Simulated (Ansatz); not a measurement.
# Ta: energy and stress against strain

Aim: for Ta, strain the cell along the Voigt pattern (1, 1, 0, 0, 0, 0).

This is Ta in the hcp structure; at room conditions it is bcc.

Program: Ansatz 0.2.0. Level of theory: DFT r2SCAN, scalar-relativistic, plane waves, PAW. These are calculated values, not measurements.

2 further runs of the same task are left out: 1 that didn't finish, 1 set aside as unsound or not needed. Runs told in other sessions of the task aren't counted.

## 1. Starting point

Symmetry: P6_3/mmc, No. 194, hexagonal system. The conventional cell has a = 2.888 Å, b = 2.888 Å, c = 5.118 Å, α = 90.00°, β = 90.00°, γ = 120.00°. Ta (site symmetry -6m2) has 12 Ta at 2.89 to 3.05 Å in its first shell of neighbours.

As a file:

```xyz
2
Lattice="2.8880 0.0000 0.0000 -1.4440 2.5011 0.0000 0.0000 0.0000 5.1181" Properties=species:S:1:pos:R:3 pbc="T T T"
Ta    1.4440    0.8337    3.8386
Ta    0.0000    1.6674    1.2795
```

It goes back to an entry of the Materials Project, which need not be the stable form.

This cell was relaxed beforehand with the same method: volume 18.48 Å³/atom, gap on the mesh none (metal).

## 2. Zero of energy

The reference gives a free energy of -19888.0407 eV, pressure 0.09 GPa, largest force 0.000 eV/Å and gap on the mesh none (metal). It was computed beforehand with the settings of the runs below.

## 3. The scan: energy and stress against strain

The cell is strained by ε times the Voigt pattern (1, 1, 0, 0, 0, 0) (xx, yy, zz, yz, xz, xy; engineering shear), with fractional coordinates fixed (clamped ions). The stress on the pattern is the sum of the stress components weighted by it, tension positive.

## 4. Point ε = -0.1000

Input file input.yaml:

```yaml
crystal:
  lattice:
    - [2.5991897495, 0.0, 0.0]
    - [-1.2995948748, 2.2509643523, 0.0]
    - [0.0, 0.0, 5.1181138697]
  atoms:
    - { symbol: Ta, position: [0.6666666667, 0.3333333333, 0.75] }
    - { symbol: Ta, position: [0.3333333333, 0.6666666667, 0.25] }
basis:
  ecutwfc: 500
kpoints:
  mp_grid: { grid: [24, 24, 12] }
hamiltonian:
  xc: r2scan
scf:
  occupations: { method: gaussian, width: 0.15 }
output:
  forces: true
  stress: true
  eigenvalues: true
```

Launch:

```
> ansatz run input.yaml --threads 1 --pin off --max-ram 2560MiB --backend cpu --events-out ev --progress --plain --runs-dir out
```

## 5. Point ε = 0.0750

Changes to input.yaml since step 4:

```diff
@@ -2,4 +2,4 @@
   lattice:
-    - [2.5991897495, 0.0, 0.0]
-    - [-1.2995948748, 2.2509643523, 0.0]
+    - [3.1045877564, 0.0, 0.0]
+    - [-1.5522938782, 2.6886518653, 0.0]
     - [0.0, 0.0, 5.1181138697]
@@ -20 +20,5 @@
   eigenvalues: true
+  write_density: true
+  write_potential: true
+  elf: true
+  volumetric_format: npy
```

## 6. Point ε = -0.0500

Changes to input.yaml since step 5:

```diff
@@ -2,4 +2,4 @@
   lattice:
-    - [3.1045877564, 0.0, 0.0]
-    - [-1.5522938782, 2.6886518653, 0.0]
+    - [2.7435891801, 0.0, 0.0]
+    - [-1.37179459, 2.3760179275, 0.0]
     - [0.0, 0.0, 5.1181138697]
@@ -20,5 +20 @@
   eigenvalues: true
-  write_density: true
-  write_potential: true
-  elf: true
-  volumetric_format: npy
```

## 7. At ε = 0.0250

Changes to input.yaml since step 6:

```diff
@@ -2,4 +2,4 @@
   lattice:
-    - [2.7435891801, 0.0, 0.0]
-    - [-1.37179459, 2.3760179275, 0.0]
+    - [2.9601883259, 0.0, 0.0]
+    - [-1.4800941629, 2.5635982902, 0.0]
     - [0.0, 0.0, 5.1181138697]
```

(Steps that only read results are left out.)

Q: Predict the outcome of this session. Wanted: slope of the stress at ε = 0, from the points at -0.0500, 0 and 0.0250.

**Answer**, as computed:

| quantity | value |
| --- | --- |
| slope of the stress at ε = 0, from the points at -0.0500, 0 and 0.0250 | 983 GPa |

The slope of the stress at zero strain, 983 GPa, estimates C11 + C22 + 2 C12 with clamped ions in this Cartesian frame; letting the atoms relax could not make it stiffer. The step is wide, so higher orders mix in. The undisturbed cell stays the lowest of the sampled points. Spin-orbit coupling is left out for Ta.
